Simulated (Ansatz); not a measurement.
# C2H5BO: one species, many methods

An exercise on one series of results from a longer session: the logs are not shown, and one member is left open.

Method: functionals in def2-TZVPP, the program's frozen cores in correlated methods; program: Ansatz 0.2.0, Gaussian basis.

Plan: LDA (SPW92), PBE-D4, revPBE-D4, BLYP-D4, r2SCAN-D4, B97M-V, PBE0-D4, B3LYP-D4, r2SCANh-D4, r2SCAN0-D4, HSE06-D4, BHLYP-D4, CAM-B3LYP-D4, LC-ωPBE, ωB97X-V, ωB97M-V, B2PLYP, PBE-QIDH; CCSD(T)/def2-SVP; CCSD(T)/def2-TZVPP; MP2/def2-QZVPP; extrapolation to the limit; RPA on PBE.

**The geometry**

The geometry comes from an earlier relaxation with PBE0-D4 in a triple-zeta def2 set; it is a stationary point, not always the lowest conformer.

9 atoms, charge 0, spin multiplicity 1.

Atoms are counted from 1 here; the program's logs count them from 0.

Bond lengths: B1–C2 1.530 Å, B1–H5 1.195 Å, B1–H6 1.196 Å, C2–C3 1.495 Å, C2–O4 1.438 Å, C2–H7 1.088 Å, C3–O4 1.389 Å, C3–H8 1.088 Å, C3–H9 1.088 Å. Angles: C2–B1–H5 119.3°, C2–B1–H6 119.9°, H5–B1–H6 120.6°, B1–C2–C3 113.4°, B1–C2–O4 119.3°, B1–C2–H7 122.8°, C3–C2–O4 56.5°, C3–C2–H7 114.0°, O4–C2–H7 112.8°, C2–C3–O4 59.7°, C2–C3–H8 120.1°, C2–C3–H9 117.0°, O4–C3–H8 115.9°, O4–C3–H9 116.7°, H8–C3–H9 115.8°, C2–O4–C3 63.8°.

Set-up of the first run:

Input file in.yaml:

```yaml
crystal:
  periodic: [false, false, false]
  atoms:
    - {symbol: B, position_ang: [-0.624722, 0.992486, -0.708356]}
    - {symbol: C, position_ang: [0.567542, 0.182596, -0.196143]}
    - {symbol: C, position_ang: [0.178736, -0.935558, 0.716613]}
    - {symbol: O, position_ang: [0.679057, -1.206737, -0.550211]}
    - {symbol: H, position_ang: [-1.527061, 0.426957, -1.250007]}
    - {symbol: H, position_ang: [-0.680438, 2.169122, -0.500559]}
    - {symbol: H, position_ang: [1.528076, 0.634998, 0.042449]}
    - {symbol: H, position_ang: [-0.871898, -1.171536, 0.872566]}
    - {symbol: H, position_ang: [0.839309, -1.138728, 1.556648]}
basis:
  gaussian: {orbitals: def2-TZVPP}
hamiltonian: {xc: lda}
output: {orbitals: {seedname: orbitals}}
```

Command:

```
$ ansatz run in.yaml --threads 2 --pin off --events-out ev --progress --plain --max-ram 4352MiB
```

Among the steps run: LDA; PBE-D4 (GGA); revPBE-D4 (GGA); BLYP-D4 (GGA); r2SCAN-D4 (meta-GGA); B97M-V (meta-GGA); PBE0-D4 (hybrid); B3LYP-D4 (hybrid); r2SCANh-D4 (hybrid); r2SCAN0-D4 (hybrid); HSE06-D4 (hybrid); BHLYP-D4 (hybrid); CAM-B3LYP-D4 (range-separated); LC-ωPBE (range-separated); ωB97X-V (range-separated); ωB97M-V (range-separated); B2PLYP (double hybrid); PBE-QIDH (double hybrid).

One table of the session follows, with a row left open; its other results are not shown here.

It belongs to the step «Frontier levels by functional». 

```
  functional  HOMO (eV)  LUMO (eV)  gap (eV)
 LDA (SPW92)          ?          ?         ?
      PBE-D4      -6.37      -2.60      3.77
   revPBE-D4      -6.31      -2.48      3.83
     BLYP-D4      -6.27      -2.46      3.81
   r2SCAN-D4      -6.68      -2.22      4.46
      B97M-V      -6.87      -2.32      4.55
     PBE0-D4      -8.01      -1.60      6.41
    B3LYP-D4      -7.75      -1.84      5.91
  r2SCANh-D4      -7.31      -1.87      5.43
  r2SCAN0-D4      -8.25      -1.37      6.88
    HSE06-D4      -7.60      -1.98      5.62
    BHLYP-D4      -9.61      -0.58      9.02
CAM-B3LYP-D4      -9.47      -0.54      8.93
     LC-ωPBE     -10.79       0.68     11.47
     ωB97X-V     -10.48       0.58     11.06
     ωB97M-V     -10.44       0.32     10.76
```

Q: Estimate the row for LDA (SPW92) from the others.

**Answer.** HOMO (eV): -6.51; LUMO (eV): -2.89; gap (eV): 3.62. In the column «HOMO (eV)» it lies between r2SCAN-D4 (-6.68) and PBE-D4 (-6.37).
